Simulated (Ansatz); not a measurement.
**CH3Cl2Ga: one species, many methods**

Aim: compute CH3Cl2Ga with functionals from several rungs and with coupled cluster, and see how far each lands from CCSD(T) at the basis-set limit for the atomisation energy.

The runs use Ansatz 0.2.0, Gaussian basis; functionals in def2-TZVPP, the program's frozen cores in correlated methods.

Plan: LDA (SPW92), PBE-D4, revPBE-D4, BLYP-D4, r2SCAN-D4, B97M-V, PBE0-D4, B3LYP-D4, r2SCANh-D4, r2SCAN0-D4, HSE06-D4, BHLYP-D4, CAM-B3LYP-D4, LC-ωPBE, ωB97X-V, ωB97M-V, B2PLYP, PBE-QIDH; CCSD(T)/def2-SVP; CCSD(T)/def2-TZVPP; MP2/def2-QZVPP; extrapolation to the limit; RPA on PBE.

**1. The geometry**

An earlier PBE0-D4 in a triple-zeta def2 set relaxation fixed the geometry.

SMILES `[CH3][Ga]([Cl])[Cl]`, 7 atoms, charge 0, spin multiplicity 1.

Atoms are counted from 1 here; the program's logs count them from 0.

Bond lengths: C1–Ga2 1.943 Å, C1–H5 1.089 Å, C1–H6 1.091 Å, C1–H7 1.092 Å, Ga2–Cl3 2.138 Å, Ga2–Cl4 2.138 Å. Angles: Ga2–C1–H5 110.5°, Ga2–C1–H6 109.5°, Ga2–C1–H7 109.2°, H5–C1–H6 109.9°, H5–C1–H7 109.5°, H6–C1–H7 108.2°, C1–Ga2–Cl3 122.7°, C1–Ga2–Cl4 123.5°, Cl3–Ga2–Cl4 113.8°.

**2. LDA**

This LDA is Slater exchange with PW92 correlation.

The input, in.yaml:

```yaml
crystal:
  periodic: [false, false, false]
  atoms:
    - {symbol: C, position_ang: [-0.210015, 0.979231, -0.118610]}
    - {symbol: Ga, position_ang: [0.180372, -0.911056, 0.106475]}
    - {symbol: Cl, position_ang: [1.853066, -1.618317, 1.234841]}
    - {symbol: Cl, position_ang: [-1.005653, -2.471044, -0.747371]}
    - {symbol: H, position_ang: [-1.160100, 1.113497, -0.633794]}
    - {symbol: H, position_ang: [-0.245933, 1.463319, 0.858352]}
    - {symbol: H, position_ang: [0.588263, 1.444360, -0.699872]}
basis:
  gaussian: {orbitals: def2-TZVPP}
hamiltonian: {xc: lda}
output: {orbitals: {seedname: orbitals}}
```

Launch:

```
$ ansatz run in.yaml --threads 4 --pin off --events-out ev --progress --plain --max-ram 10444MiB
```

The runs that follow: PBE-D4 (GGA); revPBE-D4 (GGA); BLYP-D4 (GGA); r2SCAN-D4 (meta-GGA); B97M-V (meta-GGA); B3LYP-D4 (hybrid); r2SCANh-D4 (hybrid); r2SCAN0-D4 (hybrid); HSE06-D4 (hybrid); BHLYP-D4 (hybrid); CAM-B3LYP-D4 (range-separated); LC-ωPBE (range-separated); ωB97X-V (range-separated); ωB97M-V (range-separated); B2PLYP (double hybrid); PBE-QIDH (double hybrid); CCSD(T) in def2-SVP; CCSD(T) in def2-TZVPP; MP2 in def2-QZVPP; RPA on PBE orbitals.

**Question.** What will the summary of the whole plan be? Wanted: atomisation energy, CCSD(T)/CBS; farthest beyond LDA; mean size of error, GGA; mean size of error, meta-GGA; mean size of error, hybrid; mean size of error, range-separated; mean size of error, double hybrid; gap, smallest and largest; T1 diagnostic.

**Answer**, as computed:

```
                               quantity                                                                                                      value
        atomisation energy, CCSD(T)/CBS                                                                                                  23.966 eV
    functionals within 0.240 eV (1.0 %)  PBE-D4, r2SCAN-D4, B97M-V, PBE0-D4, r2SCANh-D4, r2SCAN0-D4, HSE06-D4, LC-ωPBE, ωB97X-V, ωB97M-V, PBE-QIDH
                    farthest beyond LDA                                                                                       BHLYP-D4 (-0.777 eV)
                mean size of error, GGA                                                                                                   0.418 eV
           mean size of error, meta-GGA                                                                                                   0.125 eV
             mean size of error, hybrid                                                                                                   0.231 eV
    mean size of error, range-separated                                                                                                   0.133 eV
      mean size of error, double hybrid                                                                                                   0.261 eV
              gap, smallest and largest                                                                  5.35 eV (LDA (SPW92)), 12.41 eV (LC-ωPBE)
                          T1 diagnostic                                                                                                     0.0107
triples share of the correlation energy                                                                                                      4.1 %
```

What this shows: The LDA atomisation energy is off by 3.012 eV (13 %): it overbinds. PBE-D4 is off by +0.144 eV. Double hybrids carry the basis error of their MP2 part in triple zeta, and no dispersion term here, so their miss is partly the set-up's. The rungs meta-GGA, range-separated, hybrid miss on average by less than the doubt on the reference (0.240 eV), so they tie. Misses under about 0.240 eV are within the doubt on the reference itself, which lacks core-valence correlation, relativity and higher excitations, and its outer-core shells are covered unevenly. Hartree-Fock recovers 76 % of the binding; the rest is correlation. CCSD(T) in def2-SVP is off by -1.298 eV, so the small basis spoils what the method gains. Orbital gaps span 5.3 to 12.4 eV; exact exchange widens them. Correlated methods include outer-core shells of Ga, which these sets cover unevenly.
